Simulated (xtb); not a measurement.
**InGeH4F (SMILES [F][GeH2][InH2]) at GFN1-xTB**

We compute an optimisation with harmonic vibrations of InGeH4F. 

Program for the calculation: xtb 6.7.1.

10 further runs of the same task are left out: 1 that didn't finish, 9 set aside as unsound or not needed.

### Step 1. The system as given

The species is InGeH4F (7 atoms), meant as a singlet with charge 0. SMILES: `[F][GeH2][InH2]`. The shape comes from GFN2-xTB, which is rough for such elements, and wasn't checked as a minimum. The run starts from this shape.

Bond lengths: F1–Ge2 1.794 Å, Ge2–In3 2.644 Å, Ge2–H4 1.545 Å, Ge2–H5 1.548 Å, In3–H6 1.746 Å, In3–H7 1.751 Å. Angles: F1–Ge2–In3 105.0°, F1–Ge2–H4 96.9°, F1–Ge2–H5 97.5°, In3–Ge2–H4 121.9°, In3–Ge2–H5 125.2°, Ge2–In3–H6 124.3°, Ge2–In3–H7 120.5°, H4–Ge2–H5 103.6°, H6–In3–H7 115.2°.

### Step 2. An optimisation with harmonic vibrations at GFN1-xTB

The input, input.inp:

```
$chrg 0
$spin 0
$end
```

The input, struc.xyz:

```xyz
7

F     -2.21757000    -0.28185000     0.13095000
Ge    -0.70677000    -0.14230000    -0.82701000
In     1.20113000     0.26128000     0.95786000
H     -0.84398000    -1.47979000    -1.58760000
H     -1.21126000     0.90877000    -1.84568000
H      1.03735000     1.29345000     2.35655000
H      2.74109000    -0.55957000     0.81493000
```

The run is started by

```
$ xtb struc.xyz --ohess vtight --gfn 1 -I input.inp > xtb.out 2> xtb.err
```

What values should one expect? Wanted: total energy at the end; dipole moment; HOMO energy; LUMO energy; HOMO–LUMO gap; dispersion energy; lowest harmonic wavenumber; highest harmonic wavenumber; zero-point energy.

**Answer.** As computed:

At GFN1-xTB:

| quantity | value |
| --- | --- |
| total energy at the end | -10.50618 Eh |
| dipole moment | 4.17 D |
| HOMO energy | -11.00 eV |
| LUMO energy | -6.68 eV |
| HOMO–LUMO gap | 4.32 eV |
| dispersion energy | -4.17 kJ/mol |
| lowest harmonic wavenumber | 78 cm⁻¹ |
| highest harmonic wavenumber | 2069 cm⁻¹ |
| zero-point energy | 71.1 kJ/mol |

**Reading.** At the final geometry: Bond lengths: F1–Ge2 1.799 Å, Ge2–In3 2.621 Å, Ge2–H4 1.503 Å, Ge2–H5 1.503 Å, In3–H6 1.743 Å, In3–H7 1.743 Å. Angles: F1–Ge2–In3 104.6°, F1–Ge2–H4 98.7°, F1–Ge2–H5 98.7°, In3–Ge2–H4 122.9°, In3–Ge2–H5 123.1°, Ge2–In3–H6 119.9°, Ge2–In3–H7 120.2°, H4–Ge2–H5 103.1°, H6–In3–H7 119.3°. All 15 modes are real, so the shape is a minimum at this level.
